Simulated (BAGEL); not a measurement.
# AlSiH4SO (SMILES [SiH3][O][Al][SH]) at UHF/6-31G(d) (density fitting with qzvpp-jkfit, spherical functions)

Aim: the energy change on altering one bond length of AlSiH4SO at UHF/6-31G* (density fitting with qzvpp-jkfit, spherical functions), from 2 runs. 

Program for the calculation: BAGEL 1.2.2.

1 further run of the same task is left out (set aside as unsound or not needed).

## (1) The structure to begin with

AlSiH4SO: 8 atoms, total charge 0, spin state doublet. SMILES: `[SiH3][O][Al][SH]`. The shape is that of a PBE0-D4/def2-TZVP optimisation. This is one conformer, not always the lowest.

Bond lengths: Si1–O2 1.627 Å, O2–Al3 1.685 Å, Al3–S4 2.204 Å, Si1–H5 1.487 Å, Si1–H6 1.487 Å, Si1–H7 1.487 Å, S4–H8 1.347 Å. Angles: Si1–O2–Al3 171.2°, O2–Al3–S4 117.4°, O2–Si1–H5 109.8°, O2–Si1–H6 110.3°, O2–Si1–H7 110.1°, Al3–S4–H8 91.1°, H5–Si1–H6 108.8°, H5–Si1–H7 108.9°, H6–Si1–H7 108.9°.

## (2) A single-point energy at UHF/6-31G(d) (density fitting with qzvpp-jkfit, spherical functions)

Contents of hf.json:

```json
{ "bagel" : [

{
  "title" : "molecule",
  "basis" : "6-31gs.json",
  "df_basis" : "qzvpp-jkfit",
  "angstrom" : true,
  "geometry" : [
    { "atom" : "Si", "xyz" : [      -0.153900,       1.473700,      -0.237300 ] },
    { "atom" : "O", "xyz" : [       0.275800,       0.039900,       0.401500 ] },
    { "atom" : "Al", "xyz" : [       0.821700,      -1.305500,       1.256700 ] },
    { "atom" : "S", "xyz" : [       0.335700,      -3.294000,       0.439800 ] },
    { "atom" : "H", "xyz" : [      -1.124000,       1.261000,      -1.343900 ] },
    { "atom" : "H", "xyz" : [      -0.788200,       2.330800,       0.799100 ] },
    { "atom" : "H", "xyz" : [       1.042900,       2.173300,      -0.774500 ] },
    { "atom" : "H", "xyz" : [      -0.317600,      -2.736300,      -0.597200 ] }
  ]
},

{ "title" : "uhf", "nopen" : 1 },

{ "title" : "print", "file" : "orbitals.molden", "orbitals" : true }

]}
```

The basis set 6-31G* is read from a file made from the Basis Set Exchange's data (not shown).

On the command line:

```console
$ BAGEL_NUM_THREADS=1 BAGEL hf.json > hf.out
```

Standard output:

```text
* using 1 threads per process

  ===============================================================
  ===============================================================

  *** Geometry ***

  { "atom" : "Si", "xyz" : [     -0.290829,      2.784889,     -0.448432 ] },
  { "atom" : "O", "xyz" : [      0.521186,      0.075400,      0.758725 ] },
  { "atom" : "Al", "xyz" : [      1.552788,     -2.467037,      2.374819 ] },
  { "atom" : "S", "xyz" : [      0.634381,     -6.224758,      0.831102 ] },
  { "atom" : "H", "xyz" : [     -2.124052,      2.382945,     -2.539603 ] },
  { "atom" : "H", "xyz" : [     -1.489482,      4.404574,      1.510080 ] },
  { "atom" : "H", "xyz" : [      1.970795,      4.106942,     -1.463593 ] },
  { "atom" : "H", "xyz" : [     -0.600177,     -5.170858,     -1.128544 ] },

  Number of auxiliary basis functions:      533

  Since a DF basis is specified, we compute 2- and 3-index integrals:
    o Being stored without compression. Storage requirement is 0.025 GB

  Number of basis functions:       76
  Number of electrons      :       55

    * METHOD: MOLECULE                             0.31

  *** Open-shell HF ***

  === Nuclear Repulsion ===
   235.6961669226

      * DIIS with orbital gradients will be used.

  === UHF iteration (6-31gs.json) ===
      0      -1005.37858584          0.04299696           0.16
      1      -1005.50525126          0.03528291           0.16
      2      -1005.56819986          0.02467433           0.16
      3      -1005.63145118          0.00132770           0.16
      4      -1005.63280446          0.00040933           0.16
      5      -1005.63303296          0.00015733           0.16
      6      -1005.63308391          0.00005714           0.16
      7      -1005.63309518          0.00002000           0.16
      8      -1005.63309795          0.00000671           0.16
      9      -1005.63309838          0.00000263           0.15
     10      -1005.63309843          0.00000144           0.15
     11      -1005.63309845          0.00000052           0.15
     12      -1005.63309846          0.00000021           0.16
     13      -1005.63309846          0.00000009           0.16
     14      -1005.63309846          0.00000005           0.16
     15      -1005.63309846          0.00000003           0.16
     16      -1005.63309846          0.00000001           0.16
     17      -1005.63309846          0.00000001           0.16
    * SCF iteration converged.

    * S^2 (UHF) is 0.7537

    * Permanent dipole moment:
           (   -0.091941,    -0.594763,    -0.162405) a.u.

    * METHOD: UHF                                  3.05

    * METHOD: PRINT                                0.01

  ===============================================================
```

It took 3.6 s on 1 thread of Arm Neoverse V1, shared host; peak memory 0.12 GiB.

## (3) The distorted shape at the same level

Contents of input.json:

```json
{ "bagel" : [

{
  "title" : "molecule",
  "basis" : "6-31gs.json",
  "df_basis" : "qzvpp-jkfit",
  "angstrom" : true,
  "geometry" : [
    { "atom" : "Si", "xyz" : [       0.137142,       1.537513,       0.094693 ] },
    { "atom" : "O", "xyz" : [       0.566842,       0.103713,       0.733493 ] },
    { "atom" : "Al", "xyz" : [       1.112742,      -1.241687,       1.588693 ] },
    { "atom" : "S", "xyz" : [       0.626742,      -3.230187,       0.771793 ] },
    { "atom" : "H", "xyz" : [      -1.124000,       1.261000,      -1.343900 ] },
    { "atom" : "H", "xyz" : [      -0.497158,       2.394613,       1.131093 ] },
    { "atom" : "H", "xyz" : [       1.333942,       2.237113,      -0.442507 ] },
    { "atom" : "H", "xyz" : [      -0.026558,      -2.672487,      -0.265207 ] }
  ]
},

{ "title" : "uhf", "nopen" : 1 },

{ "title" : "print", "file" : "orbitals.molden", "orbitals" : true }

]}
```

The basis set 6-31G* is read from a file made from the Basis Set Exchange's data (not shown).

On the command line:

```console
$ BAGEL_NUM_THREADS=1 BAGEL input.json > input.out
```

Standard output:

```text
* using 1 threads per process

  ===============================================================
  ===============================================================

  *** Geometry ***

  { "atom" : "Si", "xyz" : [      0.259161,      2.905478,      0.178944 ] },
  { "atom" : "O", "xyz" : [      1.071176,      0.195989,      1.386101 ] },
  { "atom" : "Al", "xyz" : [      2.102778,     -2.346448,      3.002195 ] },
  { "atom" : "S", "xyz" : [      1.184371,     -6.104169,      1.458477 ] },
  { "atom" : "H", "xyz" : [     -2.124052,      2.382945,     -2.539603 ] },
  { "atom" : "H", "xyz" : [     -0.939492,      4.525163,      2.137456 ] },
  { "atom" : "H", "xyz" : [      2.520785,      4.227531,     -0.836217 ] },
  { "atom" : "H", "xyz" : [     -0.050187,     -5.050269,     -0.501169 ] },

  Number of auxiliary basis functions:      533

  Since a DF basis is specified, we compute 2- and 3-index integrals:
    o Being stored without compression. Storage requirement is 0.025 GB

  Number of basis functions:       76
  Number of electrons      :       55

    * METHOD: MOLECULE                             0.31

  *** Open-shell HF ***

  === Nuclear Repulsion ===
   234.1066261804

      * DIIS with orbital gradients will be used.

  === UHF iteration (6-31gs.json) ===
      0      -1005.33849144          0.04278883           0.16
      1      -1005.46243031          0.03528652           0.16
      2      -1005.52464352          0.02482171           0.15
      3      -1005.58865528          0.00131418           0.15
      4      -1005.58998884          0.00041242           0.15
      5      -1005.59021616          0.00015886           0.15
      6      -1005.59026833          0.00005795           0.16
      7      -1005.59027996          0.00002027           0.15
      8      -1005.59028274          0.00000715           0.15
      9      -1005.59028322          0.00000278           0.15
     10      -1005.59028328          0.00000140           0.15
     11      -1005.59028331          0.00000061           0.15
     12      -1005.59028331          0.00000023           0.15
     13      -1005.59028331          0.00000011           0.16
     14      -1005.59028331          0.00000006           0.16
     15      -1005.59028331          0.00000003           0.16
     16      -1005.59028331          0.00000001           0.16
     17      -1005.59028331          0.00000001           0.16
    * SCF iteration converged.

    * S^2 (UHF) is 0.7538

    * Permanent dipole moment:
           (   -0.363280,    -0.601618,    -0.476038) a.u.

    * METHOD: UHF                                  3.00

    * METHOD: PRINT                                0.01

  ===============================================================
```

Run time: 3.6 s. Hardware: 1 thread of Arm Neoverse V1, shared host; peak memory 0.12 GiB.

## (4) Results

At UHF/6-31G* (density fitting with qzvpp-jkfit, spherical functions):

```
                                                          quantity           value
                                         first shape: total energy  -1005.63310 Eh
                                        first shape: dipole moment          1.58 D
                                                 first shape: ⟨S²⟩           0.754
                                     distorted shape: total energy  -1005.59028 Eh
                                    distorted shape: dipole moment          2.16 D
                                             distorted shape: ⟨S²⟩           0.754
energy change with the Si1–H5 bond stretched from 1.487 to 1.933 Å        1.165 eV
```

What this shows: With the Si1–H5 bond stretched from 1.487 to 1.933 Å the energy rises by 1.17 eV (112 kJ/mol). The first shape isn't relaxed at this level, so the change isn't measured from a minimum.
